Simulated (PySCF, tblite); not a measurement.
# C12H24Cl8Si8: electronic excitations, NMR shifts

Wanted: electronic excitations, NMR shifts for C12H24Cl8Si8.

Programs: tblite 0.8.0 and PySCF 2.14.0, with routines of our own; each step states its level. All values are computed. Atoms count from 0.

## 1. The system as given

52 atoms, charge 0, multiplicity 1; geometry from: force field, distance geometry or constructed start.

## 2. Optimising the geometry with GFN2-xTB

Job settings and geometry (Å):

```
{"job": {"kind": "relax", "xc": "GFN2-xTB", "basis": "xTB"}, "charge": 0, "multiplicity": 1}
Si     2.196900    -0.001800     1.548400
Si    -0.003200     2.194600     1.543100
Si    -2.186800    -0.002300     1.551000
Si    -0.000700    -2.187600     1.543800
Si     2.191000    -0.001200    -1.546600
Si    -0.003300     2.191500    -1.552600
Si    -2.191900     0.001700    -1.553300
Si     0.003400    -2.189300    -1.548500
C      1.575700     1.570900     2.224100
H      1.435200     1.437200     3.293800
H      2.325900     2.326800     2.031500
C     -1.575500     1.571000     2.224500
H     -1.441400     1.438700     3.297200
H     -2.325800     2.327400     2.030900
C      1.570800    -1.567900     2.224700
H      2.326100    -2.327400     2.039900
H      1.438400    -1.436100     3.293100
C     -1.574100    -1.576400     2.223500
H     -1.438600    -1.436200     3.294700
H     -2.325200    -2.327100     2.036300
C      3.143600     0.003800     0.001500
H      3.765000     0.891500    -0.000200
H      3.769300    -0.885400     0.006600
C     -0.004200     3.141600    -0.001500
H     -0.889500     3.768500     0.000900
H      0.883900     3.765000     0.002500
C      1.573700     1.575300    -2.225200
H      2.327400     2.328600    -2.032400
H      1.438600     1.438400    -3.294200
C     -3.144800     0.000400     0.003400
H     -3.762300    -0.889400    -0.001100
H     -3.767800     0.891300     0.000200
C     -1.574000     1.573100    -2.226400
H     -2.325900     2.326700    -2.029900
H     -1.436800     1.439800    -3.295500
C      0.000500    -3.143700    -0.002900
H      0.889200    -3.765800    -0.004100
H     -0.889100    -3.763400    -0.002600
C      1.574100    -1.576900    -2.224600
H      1.433200    -1.434600    -3.291000
H      2.327900    -2.330300    -2.029800
C     -1.567100    -1.578600    -2.220800
H     -2.323100    -2.327000    -2.037200
H     -1.435400    -1.438500    -3.294000
Cl     3.927500     0.001700     2.782200
Cl    -0.001900     3.932800     2.776400
Cl    -3.928800     0.000100     2.779200
Cl    -0.000300    -3.928600     2.782100
Cl     3.932800     0.000400    -2.779600
Cl     0.001900     3.931900    -2.777800
Cl    -3.932100    -0.007300    -2.776700
Cl     0.006600    -3.929900    -2.780100
```

On the command line:

```
$ OMP_NUM_THREADS=2 python large_run.py task.json out
```

The driver reads the jobs from task.json and runs them one after another.

Log:

```text
step      E/eV     max force
  0   -2401.16279    3.498
  1   -2402.43645    2.714
  2   -2404.43082    2.559
  3   -2405.00351    1.521
  4   -2405.75276    0.530
  5   -2406.09407    0.327
  6   -2406.15182    0.234
  7   -2406.21321    0.291
  8   -2406.29813    0.291
  9   -2406.35702    0.183
 10   -2406.37681    0.091
 11   -2406.38214    0.072
 12   -2406.38476    0.050
 13   -2406.38635    0.020
 14   -2406.38681    0.009
```

Wall time 6 s (2 threads of AMD EPYC 7R43, shared host); peak memory 0.16 GiB.

The steps of the relaxation:

```tsv
step	energy from step 0 (eV)	largest force (eV/Å)
0	0.0000	3.4976
1	-1.2737	2.7138
2	-3.2680	2.5592
3	-3.8407	1.5201
4	-4.5900	0.5301
5	-4.9313	0.3265
6	-4.9890	0.2339
7	-5.0504	0.2911
8	-5.1353	0.2911
9	-5.1942	0.1829
10	-5.2140	0.0903
11	-5.2194	0.0717
12	-5.2220	0.0497
13	-5.2236	0.0202
14	-5.2240	0.0086
```

Distances of close pairs at the start and the end, largest changes first:

```tsv
bond	before (Å)	after (Å)	change (Å)
Si1–C23	1.812	1.902	+0.090
Si0–C20	1.814	1.902	+0.088
Si7–C41	1.814	1.902	+0.088
Si7–C38	1.816	1.902	+0.086
Si7–C35	1.817	1.902	+0.085
Si0–C14	1.817	1.902	+0.085
Si2–C11	1.817	1.902	+0.085
Si5–C32	1.818	1.902	+0.084
```

The next job starts from the end point, and lists it.

## 3. Electronic excitations: TDDFT PBE/def2-SVP

Job settings and geometry (Å):

```
{"job": {"kind": "uv", "basis": "def2-SVP", "grid": 1, "kgrid": 0, "vcut": null, "nstates": 6, "ntriplets": 2, "tda": false, "delta": ["ip_vertical"], "pop": true, "xc": "PBE"}, "charge": 0, "multiplicity": 1}
Si     2.446051     0.000848     1.730267
Si    -0.001140     2.446283     1.729540
Si    -2.445855    -0.000365     1.730070
Si     0.000305    -2.446287     1.730092
Si     2.447794     0.000768    -1.728854
Si    -0.000686     2.445589    -1.730519
Si    -2.445650    -0.000732    -1.730474
Si     0.001877    -2.445762    -1.729599
C      1.617432     1.619024     2.288732
H      1.521469     1.523398     3.372786
H      2.383749     2.385861     2.153507
C     -1.619569     1.618839     2.289025
H     -1.524328     1.524167     3.373222
H     -2.386518     2.384862     2.152677
C      1.618059    -1.617349     2.289980
H      2.384975    -2.384095     2.157459
H      1.520171    -1.519951     3.373750
C     -1.618191    -1.618644     2.289535
H     -1.521767    -1.522816     3.373530
H     -2.384666    -2.385401     2.154661
C      3.238211     0.002049     0.001174
H      3.907144     0.865803     0.001484
H      3.911034    -0.858666     0.001018
C     -0.001669     3.236152    -0.000789
H     -0.864458     3.906303    -0.001022
H      0.859930     3.907845    -0.000721
C      1.618730     1.618615    -2.288426
H      2.384737     2.385718    -2.152542
H      1.523909     1.522615    -3.372595
C     -3.235398    -0.000553    -0.000135
H     -3.906356    -0.862749    -0.000247
H     -3.906131     0.861810    -0.000461
C     -1.619491     1.618619    -2.290197
H     -2.386128     2.384879    -2.153547
H     -1.524666     1.523784    -3.374421
C      0.000366    -3.236830     0.000075
H      0.862091    -3.908427     0.000468
H     -0.862550    -3.906916    -0.000272
C      1.620273    -1.617687    -2.288423
H      1.524302    -1.521262    -3.372468
H      2.386956    -2.384239    -2.153532
C     -1.616565    -1.618555    -2.289850
H     -2.382952    -2.385498    -2.155421
H     -1.520212    -1.522490    -3.373856
Cl     4.136175     0.001341     2.927590
Cl    -0.001060     4.138406     2.923227
Cl    -4.137358    -0.000813     2.925086
Cl     0.000885    -4.137063     2.926056
Cl     4.138594     0.000980    -2.924398
Cl     0.000670     4.137239    -2.925308
Cl    -4.137733    -0.004560    -2.924331
Cl     0.004123    -4.136608    -2.925658
```

With the program's defaults for keys left out, this is: TDDFT PBE/def2-SVP, vertical, gas phase, core orbitals frozen in the response.

Log:

```text
start: PBE on a coarse grid of 50525 points
cycle   1  E = -6462.8553628640  dE =  2.665e+00  |g| = 1.459e+00  |ddm| = 8.155e+00
cycle   2  E = -6462.3271373801  dE =  5.282e-01  |g| = 1.970e+00  |ddm| = 4.211e+00
cycle   3  E = -6463.4225344695  dE = -1.095e+00  |g| = 1.151e-01  |ddm| = 2.511e+00
cycle   4  E = -6463.4252327764  dE = -2.698e-03  |g| = 6.693e-02  |ddm| = 2.401e-01
cycle   5  E = -6463.4262900966  dE = -1.057e-03  |g| = 3.106e-02  |ddm| = 1.207e-01
cycle   6  E = -6463.4265529066  dE = -2.628e-04  |g| = 2.308e-03  |ddm| = 4.779e-02
final grid: 202098 points
cycle   7  E = -6464.3740374750  dE = -8.982e-05  |g| = 2.099e-02  |ddm| = 8.144e-02
cycle   8  E = -6464.3737954021  dE =  2.421e-04  |g| = 3.635e-02  |ddm| = 6.047e-02
cycle   9  E = -6464.3741510519  dE = -3.556e-04  |g| = 4.694e-03  |ddm| = 4.385e-02
cycle  10  E = -6464.3741511601  dE = -1.082e-07  |g| = 4.873e-04  |ddm| = 7.753e-03
cycle  11  E = -6464.3741502813  dE =  8.788e-07  |g| = 1.181e-04  |ddm| = 8.815e-04
cycle  12  E = -6464.3741568440  dE = -6.563e-06  |g| = 1.887e-05  |ddm| = 1.722e-04
converged SCF energy = -6464.3741568440

Static polarisability (au): isotropic 370.633, principal 370.616 370.624 370.660

Singlet excitations
state   eV       nm        f      main configurations
  1   4.6459    266.9   0.00000   H->L 1.00
  2   4.6461    266.9   0.00000   H-1->L 1.00
  3   4.6598    266.1   0.00000   H-2->L 1.00
  4   4.6601    266.1   0.00000   H-3->L 1.00
  5   4.6605    266.0   0.00000   H-4->L 1.00
  6   4.9569    250.1   0.00390   H-5->L 1.00

Triplet excitations (Tamm-Dancoff, eV): 4.6022 4.6023
```

It took 2.2 min on 2 threads of AMD EPYC 7R43, shared host; peak memory 1.6 GiB.

Warnings kept with the result: ip_vertical: open-shell SCF did not converge.

Frontier orbitals and where they lie:

```tsv
orbital	eV	atoms
HOMO−4	-6.94	Cl50 12 %, Cl44 12 %, Cl49 11 %
HOMO−3	-6.94	Cl50 12 %, Cl44 12 %, Cl51 12 %
HOMO−2	-6.94	Cl51 13 %, Cl45 12 %, Cl47 11 %
HOMO−1	-6.92	Cl51 9 %, Cl47 9 %, Cl46 9 %
HOMO	-6.92	Cl49 9 %, Cl45 9 %, Cl44 9 %
LUMO	-2.30	Si7 8 %, Si0 8 %, Si5 8 %
LUMO+1	-0.53	Si5 8 %, Si6 8 %, Si3 8 %
LUMO+2	-0.52	Si4 10 %, Si2 10 %, Si0 8 %
LUMO+3	-0.52	Si7 9 %, Si1 9 %, Si3 8 %
```

With each of the 6 states as a Gaussian band of 0.4 eV half-width at 1/e, the curve within the window shown has maxima at 250 nm (ε 160) L/(mol cm). Beyond the last state computed it falls off for lack of states. The curve at chosen wavelengths:

| nm | ε (L/mol/cm) |
| --- | --- |
| 236 | 90 |
| 239 | 112 |
| 242 | 132 |
| 244 | 143 |
| 247 | 154 |
| 250 | 158 |
| 253 | 155 |
| 256 | 146 |
| 258 | 138 |
| 261 | 122 |
| 264 | 104 |
| 267 | 86 |
| 270 | 70 |
| 272 | 59 |
| 275 | 46 |
| 278 | 34 |
| 281 | 25 |
| 284 | 18 |
| 286 | 14 |
| 289 | 10 |
| 292 | 7 |
| 295 | 5 |
| 298 | 3 |
| 300 | 2 |
| 303 | 2 |
| 306 | 1 |

Ground-state properties from the same run:

```tsv
property	computed
dipole moment (D)	0.00
polarisability (Å³)	54.92
HOMO–LUMO gap (eV)	4.62
−ε(HOMO) (eV)	6.92
```

## 4. NMR shifts: GIAO KT3/pcSseg-1

Settings changed since step 3:

```diff
@@ -1,2 +1,2 @@
-{"job": {"kind": "uv", "basis": "def2-SVP", "grid": 1, "kgrid": 0, "vcut": null, "nstates": 6, "ntriplets": 2, "tda": false, "delta": ["ip_vertical"], "pop": true, "xc": "PBE"}, "charge": 0, "multiplicity": 1}
+{"job": {"kind": "nmr", "xc": "KT3", "basis": "pcSseg-1", "pop": false}, "charge": 0, "multiplicity": 1}
 Si     2.446051     0.000848     1.730267
```

Level: GIAO KT3/pcSseg-1 NMR shielding, non-relativistic, gas phase.

Log:

```text
start: PBE on a coarse grid of 50525 points
cycle   1  E = -6465.5603097912  dE =  2.864e+00  |g| = 1.550e+00  |ddm| = 7.660e+00
cycle   2  E = -6464.9594311555  dE =  6.009e-01  |g| = 2.150e+00  |ddm| = 3.650e+00
cycle   3  E = -6466.1669349706  dE = -1.208e+00  |g| = 9.839e-02  |ddm| = 2.245e+00
cycle   4  E = -6466.1682450326  dE = -1.310e-03  |g| = 7.214e-02  |ddm| = 2.390e-01
cycle   5  E = -6466.1695389481  dE = -1.294e-03  |g| = 2.499e-02  |ddm| = 1.226e-01
cycle   6  E = -6466.1697022952  dE = -1.633e-04  |g| = 4.052e-03  |ddm| = 3.491e-02
final grid: 400036 points
cycle   7  E = -6520.5238883497  dE = -1.122e-01  |g| = 4.965e-01  |ddm| = 9.828e-01
cycle   8  E = -6520.5213834907  dE =  2.505e-03  |g| = 3.288e-01  |ddm| = 6.130e-01
cycle   9  E = -6520.5306200323  dE = -9.237e-03  |g| = 1.795e-01  |ddm| = 5.540e-01
cycle  10  E = -6520.5397639132  dE = -9.144e-03  |g| = 1.846e-02  |ddm| = 2.485e-01
cycle  11  E = -6520.5398579647  dE = -9.405e-05  |g| = 2.670e-03  |ddm| = 2.862e-02
cycle  12  E = -6520.5398600944  dE = -2.130e-06  |g| = 6.537e-04  |ddm| = 4.347e-03
cycle  13  E = -6520.5398597071  dE =  3.873e-07  |g| = 2.259e-04  |ddm| = 1.194e-03
cycle  14  E = -6520.5398592580  dE =  4.491e-07  |g| = 4.254e-05  |ddm| = 2.816e-04
converged SCF energy = -6520.5398592580

GIAO shielding tensors (ppm)
atom      isotropic    diamagn.    paramagn.     s11        s22        s33       span
  0 Si     340.927     880.754    -539.827    336.404    336.437    349.940     13.537
  1 Si     340.988     880.760    -539.771    336.432    336.549    349.983     13.551
  2 Si     340.966     880.758    -539.792    336.382    336.533    349.983     13.601
  3 Si     340.925     880.763    -539.838    336.360    336.469    349.945     13.585
  4 Si     340.967     880.761    -539.794    336.435    336.492    349.975     13.540
  5 Si     340.933     880.752    -539.820    336.440    336.460    349.898     13.458
  6 Si     340.947     880.757    -539.809    336.361    336.542    349.938     13.578
  7 Si     340.934     880.756    -539.822    336.385    336.507    349.910     13.526
  8 C      162.372     261.264     -98.892    137.509    163.041    186.567     49.058
  9 H       30.658      31.808      -1.150     25.787     32.093     34.093      8.306
 10 H       30.654      31.811      -1.156     25.781     32.093     34.088      8.307
 11 C      162.368     261.276     -98.908    137.508    163.012    186.585     49.077
 12 H       30.656      31.802      -1.147     25.782     32.086     34.098      8.315
 13 H       30.653      31.815      -1.162     25.787     32.087     34.086      8.299
 14 C      162.348     261.264     -98.916    137.444    163.014    186.586     49.142
 15 H       30.649      31.798      -1.149     25.764     32.092     34.093      8.329
 16 H       30.657      31.822      -1.165     25.798     32.092     34.080      8.282
 17 C      162.356     261.272     -98.916    137.480    163.015    186.572     49.092
 18 H       30.657      31.812      -1.155     25.789     32.090     34.091      8.302
 19 H       30.652      31.810      -1.158     25.777     32.091     34.087      8.310
 20 C      162.355     261.283     -98.928    137.465    163.014    186.585     49.120
 21 H       30.654      31.823      -1.169     25.795     32.086     34.081      8.286
 22 H       30.651      31.803      -1.152     25.767     32.090     34.096      8.329
 23 C      162.297     261.277     -98.980    137.393    162.950    186.549     49.156
 24 H       30.654      31.828      -1.174     25.789     32.095     34.078      8.288
 25 H       30.653      31.825      -1.172     25.777     32.102     34.080      8.302
 26 C      162.342     261.257     -98.915    137.449    163.020    186.558     49.109
 27 H       30.653      31.812      -1.159     25.782     32.093     34.084      8.302
 28 H       30.654      31.805      -1.151     25.783     32.091     34.089      8.307
 29 C      162.333     261.268     -98.935    137.430    163.020    186.549     49.118
 30 H       30.653      31.819      -1.166     25.775     32.101     34.084      8.310
 31 H       30.655      31.821      -1.166     25.789     32.096     34.080      8.291
 32 C      162.387     261.271     -98.884    137.556    163.046    186.560     49.004
 33 H       30.655      31.809      -1.154     25.794     32.080     34.091      8.297
 34 H       30.656      31.790      -1.134     25.778     32.081     34.108      8.330
 35 C      162.348     261.280     -98.933    137.451    163.028    186.564     49.114
 36 H       30.651      31.809      -1.157     25.770     32.094     34.090      8.320
 37 H       30.652      31.821      -1.168     25.790     32.085     34.082      8.291
 38 C      162.324     261.276     -98.952    137.404    162.988    186.580     49.176
 39 H       30.654      31.819      -1.165     25.788     32.093     34.080      8.292
 40 H       30.650      31.811      -1.161     25.773     32.094     34.084      8.311
 41 C      162.340     261.268     -98.928    137.451    162.990    186.579     49.128
 42 H       30.652      31.812      -1.160     25.774     32.096     34.086      8.312
 43 H       30.655      31.813      -1.158     25.791     32.086     34.088      8.297
 44 Cl     836.324    1148.958    -312.634    780.785    780.906    947.282    166.497
 45 Cl     836.489    1148.962    -312.474    781.078    781.189    947.199    166.122
 46 Cl     836.397    1148.961    -312.564    780.936    781.002    947.253    166.317
 47 Cl     836.461    1148.963    -312.502    780.981    781.142    947.261    166.280
 48 Cl     836.540    1148.963    -312.423    781.084    781.319    947.217    166.133
 49 Cl     836.337    1148.959    -312.622    780.853    780.977    947.182    166.329
 50 Cl     836.488    1148.959    -312.471    781.049    781.218    947.198    166.149
 51 Cl     836.327    1148.962    -312.635    780.852    780.925    947.205    166.353
```

Run time: 97 s. Hardware: 2 threads of AMD EPYC 7R43, shared host; peak memory 1.3 GiB.

The references, computed at this level on geometries of the same kind, shield at (ppm): $^{1}$H TMS 31.76, $^{13}$C TMS 184.7, $^{29}$Si TMS 361.7. Their shielding less the atom's gives the shift. The references are single molecules in the gas phase. Atoms listed in one row are averaged.

```tsv
atoms	environment	σ (ppm)	δ (ppm)
C8, C11, C14, C17, C20 and 7 more	carbon bonded to 2 Si, 2 H	162.3	22.4
H9, H10, H12, H13, H15 and 19 more	hydrogen on a carbon bonded to 2 Si	30.65	1.11
Si0, Si1, Si2, Si3, Si4 and 3 more	silicon bonded to 3 C, Cl	340.9	20.7
Cl44, Cl45, Cl46, Cl47, Cl48 and 3 more	chlorine bonded to Si	836	–
```

Ring of atoms Si0, Si1, Si2, Si3, C8, C11, C14, C17: NICS(0) -1.4, NICS(1) -1.3, NICS(1)zz 3.4 ppm (means of both faces).

## 5. Summary of results

| quantity | value |
| --- | --- |
| lowest singlet (PBE/def2-SVP) | 4.65 eV (267 nm), f = 0.000 |
| brightest single state of those computed | state 6, 4.96 eV, f = 0.004 |
| lowest triplet | 4.60 eV |
| $^{13}$C shifts against TMS (KT3/pcSseg-1, means over atoms taken as alike) | 22.4 ppm |
| $^{1}$H shifts against TMS (KT3/pcSseg-1, means over atoms taken as alike) | 1.11 ppm |
| $^{29}$Si shifts against TMS (KT3/pcSseg-1, means over atoms taken as alike) | 20.7 ppm |
| shieldings of Cl (KT3/pcSseg-1, a mean where the table joins atoms) | Cl44 836.4 ppm |

What this shows: The lowest singlet, at 4.65 eV, is HOMO→LUMO 1.00 and is dark; of the 6 states computed, the strongest absorption comes from state 6 at 4.96 eV (the last computed, so partners may be missing). The lowest triplet lies 0.04 eV below the lowest singlet (triplets in Tamm-Dancoff, singlets in full TDDFT). At KT3/pcSseg-1: Shielding is most anisotropic at Cl44, Cl45, Cl46, Cl47, Cl48 and 3 more (span 166 ppm, paramagnetic term -313 ppm).
